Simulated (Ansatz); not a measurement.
# Y3BO4: the cost of one run

Program: Ansatz 0.2.0. Level of theory: DFT PBE, scalar-relativistic, plane waves, PAW. These are calculated values, not measurements.

### 1 The system as given

It takes space group Pm-3m (No. 221, cubic). Conventional cell: a = 5.185 Å, b = 5.185 Å, c = 5.185 Å, α = 90.00°, β = 90.00°, γ = 90.00°. Y (site symmetry 4/mmm) has 2 B at 2.59 Å and 4 O at 2.59 Å as nearest neighbours. Around B (site symmetry m-3m) lie 6 Y at 2.59 Å. Around O (site symmetry m-3m) lie 6 O at 2.59 Å. O (site symmetry 4/mmm) is surrounded by 4 Y at 2.59 Å and 2 O at 2.59 Å.

Structure file:

```cif
data_structure
_symmetry_space_group_name_H-M 'P 1'
_symmetry_Int_Tables_number 1
_cell_length_a 5.1854
_cell_length_b 5.1854
_cell_length_c 5.1854
_cell_angle_alpha 90.000
_cell_angle_beta 90.000
_cell_angle_gamma 90.000
_cell_volume 139.43
loop_
_atom_site_label
_atom_site_type_symbol
_atom_site_fract_x
_atom_site_fract_y
_atom_site_fract_z
_atom_site_occupancy
Y1 Y 0.50000 0.00000 0.00000 1
Y2 Y 0.00000 0.50000 0.00000 1
Y3 Y 0.00000 0.00000 0.50000 1
B1 B 0.00000 0.00000 0.00000 1
O1 O 0.50000 0.50000 0.50000 1
O2 O 0.00000 0.50000 0.50000 1
O3 O 0.50000 0.00000 0.50000 1
O4 O 0.50000 0.50000 0.00000 1
```

A structure generator made this guess: random cell by space group and Wyckoff sites (Pm-3m, No. 221). The dimensions are guesses.

### 2 A first look at the guess

input.yaml reads:

```yaml
crystal:
  lattice:
    - [5.18540035, 0.0, 0.0]
    - [0.0, 5.18540035, 0.0]
    - [0.0, 0.0, 5.18540035]
  atoms:
    - { symbol: "Y", position: [0.5, 0.0, 0.0] }
    - { symbol: "Y", position: [0.0, 0.5, 0.0] }
    - { symbol: "Y", position: [0.0, 0.0, 0.5] }
    - { symbol: B, position: [0.0, 0.0, 0.0] }
    - { symbol: O, position: [0.5, 0.5, 0.5] }
    - { symbol: O, position: [0.0, 0.5, 0.5] }
    - { symbol: O, position: [0.5, 0.0, 0.5] }
    - { symbol: O, position: [0.5, 0.5, 0.0] }
basis:
  ecutwfc: 420
kpoints:
  mp_grid: { grid: [4, 4, 4] }
hamiltonian:
  xc: pbe
scf:
  occupations: { method: gaussian, width: 0.1 }
  lower_state_search: "off"
output:
  forces: true
  stress: true
  eigenvalues: true
```

The run is started by

```sh
$ ansatz run input.yaml --threads 1 --pin off --max-ram 2048MiB --backend cpu --events-out ev --progress --plain --runs-dir out
```

Q: Estimate wall time and peak memory on 1 thread of Arm Neoverse V2, shared host.

About 3.1 s, with a peak of 0.37 GiB.
